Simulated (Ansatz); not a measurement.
# C2H3BClNO2: up Jacob's ladder to CCSD(T)

An exercise on one series of results from a longer session: the logs are not shown, and one member is left open.

The runs use Ansatz 0.2.0, Gaussian basis; functionals in def2-TZVPP, the program's frozen cores in correlated methods.

The runs, in order: LDA (SPW92), PBE-D4, revPBE-D4, BLYP-D4, r2SCAN-D4, B97M-V, PBE0-D4, B3LYP-D4, r2SCANh-D4, r2SCAN0-D4, HSE06-D4, BHLYP-D4, CAM-B3LYP-D4, LC-ωPBE, ωB97X-V, ωB97M-V, B2PLYP, PBE-QIDH; CCSD(T)/def2-SVP; CCSD(T)/def2-TZVPP; MP2/def2-QZVPP; extrapolation to the limit; RPA on PBE.

## The relaxed structure

The geometry comes from an earlier relaxation with PBE0-D4 in a triple-zeta def2 set; it is a stationary point, not always the lowest conformer.

SMILES `C=NC(=O)OBCl`, 10 atoms, charge 0, spin multiplicity 1.

Atoms are counted from 1 here; the program's logs count them from 0.

Bond lengths: C1–N2 1.258 Å, C1–H8 1.088 Å, C1–H9 1.094 Å, N2–C3 1.385 Å, C3–O4 1.190 Å, C3–O5 1.366 Å, O5–B6 1.356 Å, B6–Cl7 1.745 Å, B6–H10 1.188 Å. Angles: N2–C1–H8 118.8°, N2–C1–H9 123.3°, H8–C1–H9 117.9°, C1–N2–C3 121.1°, N2–C3–O4 126.2°, N2–C3–O5 110.1°, O4–C3–O5 123.7°, C3–O5–B6 126.6°, O5–B6–Cl7 122.2°, O5–B6–H10 117.6°, Cl7–B6–H10 120.1°.

The first run:

Contents of in.yaml:

```yaml
crystal:
  periodic: [false, false, false]
  atoms:
    - {symbol: C, position_ang: [-0.383301, -1.765013, 1.328468]}
    - {symbol: N, position_ang: [-0.689757, -0.673212, 0.783310]}
    - {symbol: C, position_ang: [-0.128615, -0.295365, -0.425099]}
    - {symbol: O, position_ang: [-0.365508, -0.771517, -1.489255]}
    - {symbol: O, position_ang: [0.731134, 0.749681, -0.236909]}
    - {symbol: B, position_ang: [0.645840, 1.979470, -0.801643]}
    - {symbol: Cl, position_ang: [-0.767844, 2.504078, -1.679314]}
    - {symbol: H, position_ang: [-0.887515, -2.051079, 2.249632]}
    - {symbol: H, position_ang: [0.367619, -2.448898, 0.922496]}
    - {symbol: H, position_ang: [1.561049, 2.720855, -0.648586]}
basis:
  gaussian: {orbitals: def2-TZVPP}
hamiltonian: {xc: lda}
output: {orbitals: {seedname: orbitals}}
```

Among the steps run: LDA; PBE-D4 (GGA); revPBE-D4 (GGA); BLYP-D4 (GGA); r2SCAN-D4 (meta-GGA); B97M-V (meta-GGA); PBE0-D4 (hybrid); B3LYP-D4 (hybrid); r2SCANh-D4 (hybrid); r2SCAN0-D4 (hybrid); HSE06-D4 (hybrid); BHLYP-D4 (hybrid); CAM-B3LYP-D4 (range-separated); LC-ωPBE (range-separated); ωB97X-V (range-separated); ωB97M-V (range-separated); B2PLYP (double hybrid); PBE-QIDH (double hybrid).

One table of the session follows, with a row left open; its other results are not shown here.

It belongs to the step «Orbital energies across the functionals». 

```
  functional  HOMO (eV)  LUMO (eV)  gap (eV)
 LDA (SPW92)      -6.96      -3.10      3.86
      PBE-D4      -6.77      -2.82      3.95
   revPBE-D4      -6.70      -2.71      3.98
     BLYP-D4      -6.68      -2.68      4.00
   r2SCAN-D4      -7.08      -2.61      4.47
      B97M-V      -7.20      -2.49      4.71
     PBE0-D4          ?          ?         ?
    B3LYP-D4      -8.07      -1.95      6.11
  r2SCANh-D4      -7.65      -2.19      5.46
  r2SCAN0-D4      -8.52      -1.57      6.95
    HSE06-D4      -7.89      -2.08      5.81
    BHLYP-D4      -9.77      -0.46      9.31
CAM-B3LYP-D4      -9.75      -0.48      9.27
     LC-ωPBE     -11.06       0.77     11.84
     ωB97X-V     -10.73       0.70     11.43
     ωB97M-V     -10.65       0.60     11.26
```

Estimate the missing values for PBE0-D4.

The run gave: HOMO (eV): -8.30; LUMO (eV): -1.69; gap (eV): 6.61. In the column «HOMO (eV)» it lies between r2SCAN0-D4 (-8.52) and B3LYP-D4 (-8.07).
